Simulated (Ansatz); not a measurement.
**SiH₄ + CH₄: a complex and its separated parts**

The complex below is one end of an elementary step. How strongly is it bound against its free parts?

The runs use Ansatz 0.2.0, Gaussian basis; PBE0-D4/def2-TZVP structures, single points in def2-TZVPP, no counterpoise correction.

Levels: SPW92, PBE-D4, BLYP-D4, r2SCAN-D4, B97M-V, PBE0-D4, B3LYP-D4, r2SCAN0-D4, BHLYP-D4, CAM-B3LYP-D4, wB97X-V, wB97M-V, B2PLYP, PBE-QIDH, RPA on PBE, Hartree-Fock, MP2, CCSD, CCSD(T).

Correlated methods freeze the cores. B3LYP uses VWN-RPA correlation. B2PLYP carries no dispersion term here.

94 further runs of the same task are left out: 94 set aside as unsound or not needed.

## 1. The system as given

The complex: 10 atoms, charge 0, spin multiplicity 1.

Atoms are counted from 1 here; the program's logs count them from 0.

Bond lengths: Si1–H2 1.484 Å, Si1–H3 1.485 Å, Si1–H4 1.484 Å, Si1–H5 1.485 Å, H6–C7 1.090 Å, C7–H8 1.090 Å, C7–H9 1.090 Å, C7–H10 1.090 Å. Angles: H2–Si1–H3 109.4°, H2–Si1–H4 109.6°, H2–Si1–H5 109.4°, H3–Si1–H4 109.5°, H3–Si1–H5 109.4°, H4–Si1–H5 109.5°, H6–C7–H8 109.5°, H6–C7–H9 109.4°, H6–C7–H10 109.5°, H8–C7–H9 109.4°, H8–C7–H10 109.5°, H9–C7–H10 109.5°.

Geometry (Å):

```
Si   -0.42001   -1.46002   -1.42000
H     0.11496   -0.11904   -1.76532
H     0.54196   -2.50345   -1.85689
H    -0.61843   -1.55306    0.04810
H    -1.71891   -1.66652   -2.10937
H     0.69747    1.75533    0.40901
C     0.42031    1.46091    1.42083
H     0.96534    0.55920    1.69864
H    -0.65052    1.26281    1.46060
H     0.66783    2.26394    2.11451
```

Its parts: SiH₄ holds atoms 1, 2, 3, 4, 5; CH₄ holds atoms 6, 7, 8, 9, 10. Each part counts its atoms afresh in its own runs.

## 2. Relaxing SiH₄ alone

File relax-a/in.yaml:

```yaml
crystal:
  periodic: [false, false, false]
  atoms:
    - {symbol: Si, position_ang: [-0.420008, -1.460016, -1.420002]}
    - {symbol: H, position_ang: [0.114958, -0.119042, -1.765322]}
    - {symbol: H, position_ang: [0.541959, -2.503450, -1.856889]}
    - {symbol: H, position_ang: [-0.618432, -1.553062, 0.048099]}
    - {symbol: H, position_ang: [-1.718907, -1.666516, -2.109373]}
basis:
  gaussian: {orbitals: def2-TZVP}
hamiltonian: {xc: pbe0, dispersion: d4}
relax: {f_tol: 0.005, max_steps: 200}
```

Started as:

```sh
$ ansatz run in.yaml --threads 2 --pin off --events-out ev --progress --plain --max-ram 4352MiB
```

Further steps of the session: Relaxing CH₄ alone; SPW92/def2-TZVPP; PBE-D4/def2-TZVPP; BLYP-D4/def2-TZVPP; r2SCAN-D4/def2-TZVPP; B97M-V/def2-TZVPP; PBE0-D4/def2-TZVPP; B3LYP-D4/def2-TZVPP; r2SCAN0-D4/def2-TZVPP; BHLYP-D4/def2-TZVPP; CAM-B3LYP-D4/def2-TZVPP; wB97X-V/def2-TZVPP; wB97M-V/def2-TZVPP; B2PLYP/def2-TZVPP; PBE-QIDH/def2-TZVPP; RPA on PBE/def2-TZVPP; CCSD(T)/def2-TZVPP; CCSD(T)/def2-QZVPP; Vibrations of SiH₄; Vibrations of CH₄.

**Question.** What will these runs give? Wanted: complex less parts, CCSD(T)/def2-TZVPP; with zero-point energy; largest T1 diagnostic.

**Answer**, as computed:

```
                              quantity         value
complex less parts, CCSD(T)/def2-TZVPP  -1.76 kJ/mol
                with zero-point energy  -0.16 kJ/mol
                 largest T1 diagnostic         0.011
```

**Reading.** At CCSD(T) the complex lies 1.76 kJ/mol below its parts. Among the functionals r2SCAN-D4 lands nearest to CCSD(T) (0.00 kJ/mol) and SPW92 farthest (-2.09 kJ/mol). Mean unsigned error by rung: LDA 2.09, GGA 0.75, meta-GGA 0.14, hybrid 0.56, range-separated hybrid 0.44, double hybrid 1.49 kJ/mol. PBE-D4 gives a relative energy 1.41 kJ/mol too low, an error of 80 % of the reference. The complex's frequency run has imaginary modes: the structure is no minimum, so both the energy and the zero-point correction are in doubt. No counterpoise was applied, and triple zeta lacks some correlation, so the CCSD(T) reference has a basis error of its own, and close matches with it are partly luck.
